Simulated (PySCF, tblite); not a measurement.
# C4H5BrO3: open-shell or spin-flip excitations

Aim: compute the open-shell or spin-flip excitations of C4H5BrO3 (`CO/C(=C/Br)C(=O)O`).

Computed with tblite 0.8.0 and PySCF 2.14.0 and routines of our own; the level stands in each step. Atoms count from 0.

## Step 1: The starting structure

13 atoms, charge 0, multiplicity 1; geometry from: force field or distance geometry start.

## Step 2: Geometry optimisation with GFN2-xTB, one coordinate held

What the job is given:

```
{"job": {"kind": "relax", "xc": "GFN2-xTB", "basis": "xTB"}, "charge": 0, "multiplicity": 1}
C     -1.509800    -1.066400     0.321600
O     -0.878400     0.029500     0.971000
C      0.116500     0.621400     0.196700
C      0.139500     1.970000     0.127000
Br     1.296900     3.061800    -0.795800
C      1.134500    -0.195800    -0.498300
O      1.593000    -0.028300    -1.616900
O      1.557300    -1.212800     0.282200
H     -2.417200    -1.310700     0.889900
H     -1.823800    -0.793800    -0.691100
H     -0.885500    -1.955000     0.309800
H     -0.576200     2.536800     0.715900
H      2.232300    -1.656800    -0.254100
```

The run is started by

```
OMP_NUM_THREADS=1 python excited_run.py task.json out
```

The driver reads the jobs from task.json and runs them one after another.

Output:

```text
step      E/eV     max force
  0    -744.45337    1.566
  1    -744.49901    1.590
  2    -744.52238    0.387
  3    -744.53513    0.351
  4    -744.55486    0.504
  5    -744.56156    0.293
  6    -744.56642    0.196
  7    -744.56831    0.132
  8    -744.56957    0.149
  9    -744.57048    0.144
 10    -744.57143    0.139
 11    -744.57261    0.135
 12    -744.57412    0.184
 13    -744.57570    0.217
 14    -744.57712    0.239
 15    -744.57848    0.258
 16    -744.58005    0.275
 17    -744.58187    0.282
 18    -744.58380    0.276
 19    -744.58569    0.268
 20    -744.58749    0.262
 21    -744.58919    0.258
 22    -744.59076    0.253
 23    -744.59216    0.245
 24    -744.59342    0.234
 25    -744.59453    0.219
 26    -744.59542    0.210
 27    -744.59619    0.211
 28    -744.59698    0.214
 29    -744.59777    0.210
 30    -744.59834    0.198
 31    -744.59863    0.191
 32    -744.59881    0.191
 33    -744.59899    0.189
 34    -744.59919    0.192
 35    -744.59944    0.193
 36    -744.59972    0.197
 37    -744.59999    0.205
 38    -744.60029    0.212
 39    -744.60056    0.219
 40    -744.60080    0.225
 41    -744.60103    0.229
 42    -744.60123    0.231
 43    -744.60137    0.230
 44    -744.60148    0.228
 45    -744.60166    0.225
 46    -744.60202    0.222
 47    -744.60267    0.219
 48    -744.60353    0.216
 49    -744.60446    0.218
 50    -744.60551    0.223
 51    -744.60666    0.226
 52    -744.60768    0.219
 53    -744.60497    0.255
 54    -744.60834    0.203
 55    -744.60853    0.200
 56    -744.60881    0.192
 57    -744.60893    0.192
 58    -744.60908    0.194
 59    -744.60941    0.196
 60    -744.60968    0.197
 61    -744.61009    0.193
 62    -744.61040    0.185
 63    -744.61062    0.174
 64    -744.61080    0.161
 65    -744.61100    0.154
 66    -744.61127    0.151
 67    -744.61155    0.149
 68    -744.61169    0.146
 69    -744.61182    0.147
 70    -744.61190    0.147
 71    -744.61196    0.148
 72    -744.61200    0.149
 73    -744.61203    0.149
 74    -744.61206    0.150
 75    -744.61211    0.148
 76    -744.61216    0.147
 77    -744.61222    0.146
 78    -744.61227    0.143
 79    -744.61233    0.142
 80    -744.61245    0.139
 81    -744.61268    0.135
 82    -744.61300    0.130
 83    -744.61332    0.127
 84    -744.61357    0.122
 85    -744.61374    0.125
 86    -744.61395    0.118
 87    -744.61416    0.111
 88    -744.61433    0.105
 89    -744.61445    0.100
 90    -744.61457    0.098
 91    -744.61466    0.097
 92    -744.61470    0.100
 93    -744.61473    0.098
 94    -744.61477    0.100
 95    -744.61480    0.098
 96    -744.61481    0.099
```

It took 1.2 s on 1 thread of AMD EPYC 9R45, shared host; peak memory 0.18 GiB.

One coordinate is held by a constraint (a dihedral, as typed in the start), so the force along it need not vanish.

The steps of the relaxation: (not every step is listed)

```csv
step,energy from step 0 (eV),largest force (eV/Å)
0,0.0000,1.5655
1,-0.0456,1.5898
2,-0.0690,0.3874
3,-0.0818,0.3507
4,-0.1015,0.5044
5,-0.1082,0.2925
6,-0.1131,0.1960
7,-0.1149,0.1323
8,-0.1162,0.1487
16,-0.1267,0.2750
24,-0.1401,0.2339
32,-0.1454,0.1912
40,-0.1474,0.2247
48,-0.1502,0.2163
56,-0.1554,0.1921
64,-0.1574,0.1613
72,-0.1586,0.1487
80,-0.1591,0.1393
88,-0.1610,0.1046
91,-0.1613,0.0972
92,-0.1613,0.0999
93,-0.1614,0.0982
94,-0.1614,0.1003
95,-0.1614,0.0984
96,-0.1614,0.0990
```

Distances of close pairs at the start and the end, largest changes first:

```csv
bond,before (Å),after (Å),change (Å)
O1–C2,1.393,1.358,-0.035
C3–Br4,1.839,1.864,+0.025
C5–O6,1.220,1.202,-0.019
C2–C5,1.479,1.494,+0.015
C5–O7,1.350,1.340,-0.010
C0–H8,1.098,1.089,-0.009
C2–C3,1.351,1.342,-0.008
C3–H11,1.086,1.078,-0.008
```

The final coordinates are the input of the step that follows.

## Step 3: Open-shell or spin-flip excitations: collinear spin-flip TDA PBE50/def2-SVP

What the job is given:

```
{"job": {"kind": "uabs", "xc": "PBE50", "basis": "def2-SVP", "nstates": 8, "spin_flip": true, "ref_mult": 3}, "charge": 0, "multiplicity": 1}
C     -1.446852    -1.155303     0.396446
O     -1.042008     0.157233     0.737365
C      0.031752     0.705708     0.112311
C      0.150991     2.041407     0.170731
Br     1.525825     3.030805    -0.607278
C      1.061986    -0.122796    -0.582848
O      1.649941     0.220311    -1.572970
O      1.308086    -1.286212     0.034694
H     -2.461921    -1.247699     0.779792
H     -1.452412    -1.306136    -0.686482
H     -0.808426    -1.905601     0.868436
H     -0.552029     2.628090     0.739904
H      2.018469    -1.759909    -0.427155
```

Method: collinear spin-flip TDA PBE50/def2-SVP, vertical, gas phase, core orbitals frozen in the response.

Output:

```text
coarse grid: 55952 points
cycle   1  E = -2953.6958557566  dE =  6.327e-01  |g| = 6.786e-01  |ddm| = 2.922e+00
cycle   2  E = -2953.0794412205  dE =  6.164e-01  |g| = 1.292e+00  |ddm| = 1.848e+00
cycle   3  E = -2953.8544246947  dE = -7.750e-01  |g| = 3.032e-01  |ddm| = 1.517e+00
cycle   4  E = -2953.8978215406  dE = -4.340e-02  |g| = 8.666e-02  |ddm| = 3.744e-01
cycle   5  E = -2953.9038300620  dE = -6.009e-03  |g| = 3.213e-02  |ddm| = 1.663e-01
cycle   6  E = -2953.9053554744  dE = -1.525e-03  |g| = 1.808e-02  |ddm| = 8.001e-02
cycle   7  E = -2953.9063390993  dE = -9.836e-04  |g| = 1.231e-02  |ddm| = 9.150e-02
cycle   8  E = -2953.9067557580  dE = -4.167e-04  |g| = 5.607e-03  |ddm| = 7.623e-02
cycle   9  E = -2953.9068066969  dE = -5.094e-05  |g| = 2.178e-03  |ddm| = 2.614e-02
cycle  10  E = -2953.9068159048  dE = -9.208e-06  |g| = 8.722e-04  |ddm| = 9.494e-03
final grid: 118392 points
cycle  11  E = -2953.9068120297  dE = -1.538e-06  |g| = 6.080e-04  |ddm| = 3.351e-03
cycle  12  E = -2953.9068126034  dE = -5.737e-07  |g| = 5.677e-04  |ddm| = 2.165e-03
cycle  13  E = -2953.9068128585  dE = -2.551e-07  |g| = 2.538e-04  |ddm| = 9.913e-04
cycle  14  E = -2953.9068131383  dE = -2.799e-07  |g| = 1.126e-04  |ddm| = 2.470e-03
cycle  15  E = -2953.9068131573  dE = -1.901e-08  |g| = 3.029e-05  |ddm| = 5.869e-04
cycle  16  E = -2953.9068131591  dE = -1.767e-09  |g| = 1.838e-05  |ddm| = 1.390e-04
cycle  17  E = -2953.9068131597  dE = -6.044e-10  |g| = 5.785e-06  |ddm| = 1.203e-04
converged SCF energy = -2953.9068131597

<S^2> of the reference = 2.0160 (exact 2.0000)

Spin-flip excitations, energies against the reference
state   eV       nm        f      <S^2>   main configurations
  1  -2.7993        -   0.00000   0.025   Ha->Lb 0.97
  2   0.8549    339.3   0.00064   2.029   Ha->L+1b 0.41, H-2a->Lb 0.35
  3   2.5124    233.4   0.26573   0.429   Ha->L+1b 0.49, H-1a->Lb 0.23, H-2a->Lb 0.20
  4   2.7507    223.4   0.02502   0.998   H-1a->Lb 0.65, H-2a->Lb 0.21
  5   2.9605    215.3   0.08555   0.876   Ha->L+2b 0.84, H-2a->Lb 0.10
  6   3.7267    190.0   0.00585   1.044   H-3a->Lb 0.86
  7   4.3384    173.7   0.12416   0.988   Ha->L+4b 0.19, Ha->L+5b 0.16, H-5a->Lb 0.14, Ha->L+3b 0.14
  8   4.4679    170.6   0.02503   0.967   H-5a->Lb 0.46, H-4a->Lb 0.32
```

Run time: 17 s. Hardware: 1 thread of AMD EPYC 9R45, shared host; peak memory 0.6 GiB.

The ⟨S²⟩ below is that of the reference state, of multiplicity 3.

From this job:

| quantity | value |
| --- | --- |
| low spin less high spin | -3.654 eV |
| ⟨S²⟩ | 2.016 |

Löwdin spin populations of the reference state:

C0 0.00; O1 0.20; C2 0.60; C3 0.81; Br4 0.13; C5 0.05; O6 0.18; O7 0.02; H8 0.00; H9 0.01; H10 0.01; H11 0.00; H12 0.00

## Step 4: What came out

| quantity | value |
| --- | --- |
| low spin less high spin (step 3, collinear spin-flip TDA PBE50/def2-SVP) | -3.654 eV |

In words: The values above hold for this geometry and these levels alone.
